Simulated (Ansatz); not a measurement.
# BClGeH4O, SMILES O[B](Cl)[GeH3]: vertical energies of changing the electron count

With Ansatz's Python interface.

Notebook, run cell by cell (the value of a cell's last expression is shown):

**Cell 1**
```python
import ansatz as az


def single_point(molecule, charge=0, unpaired=0):
    calc = (
        molecule.calculation()
        .basis(gaussian='def2-SVPD')
        .functional('HF')
        .accuracy('medium')
        .scf(lower_state_search='standard')
    )
    if charge:
        calc = calc.charge(charge)
    if unpaired:
        calc = calc.spin('collinear', total=unpaired)
    report = calc.run().report
    if report['published_state_doubts']:
        print('  doubts:', report['published_state_doubts'])
    return report['free_energy_ev']
```

**Cell 2**
```python
GEOMETRY = '''
O     1.58130    1.12940    0.36030
B     0.88210   -0.11610    0.11460
Cl    1.87320   -1.62900   -0.12850
Ge   -1.05350   -0.22440    0.05280
H     1.66520    1.54830   -0.57390
H    -1.73580    1.18870    0.27930
H    -1.54190   -0.77490   -1.32320
H    -1.57850   -1.17910    1.16290
'''
```

**Cell 3**
```python
system = az.Crystal.molecule()
for line in GEOMETRY.strip().splitlines():
    symbol, *xyz = line.split()
    system = system.atom(symbol, [float(v) for v in xyz])

# delta-SCF style differences, no relaxation
parent = single_point(system, 0, 0)
cation = single_point(system, 1, 1)
print(f'E(N)   = {parent:.5f} eV')
print(f'E(N-1) = {cation:.5f} eV  (1 unpaired)')
print(f'vertical ionisation energy {cation - parent:.3f} eV')
anion = single_point(system, -1, 1)
print(f'E(N+1) = {anion:.5f} eV  (1 unpaired)')
print(f'vertical electron affinity {parent - anion:.3f} eV' + ('' if anion < parent else ' (unbound in this basis)'))
print(f'fundamental gap IP - EA = {cation + anion - 2 * parent:.3f} eV')
```
Output:
```text
E(N)   = -71737.80588 eV
E(N-1) = -71727.52763 eV  (1 unpaired)
vertical ionisation energy 10.278 eV
E(N+1) = -71737.40334 eV  (1 unpaired)
vertical electron affinity -0.403 eV (unbound in this basis)
fundamental gap IP - EA = 10.681 eV
```

At this unrelaxed geometry removing an electron costs 10.28 eV and an added one is unbound in this basis (by 0.40 eV).

The settings weren't tested for convergence. The geometry is a force-field or estimated start, not a minimum of this method, and the basis set is short of its limit. All parts are taken at fixed geometry, without zero-point energy. At an unrelaxed start these energies can be a whole eV from those at the minimum, and a small affinity can change sign. Hartree-Fock leaves correlation out, so bond, atomisation and ionisation energies come out well too low. A negative electron affinity means that the anion is unbound here; its size hangs on the basis and tends to about zero as the basis grows, and so does its part in any gap built on it. It ran for 64 s on 1 thread of Arm Neoverse V1, with other jobs on the host, peak memory 0.58 GiB.

(Lines on the test bed's own set-up are left out of the output.)
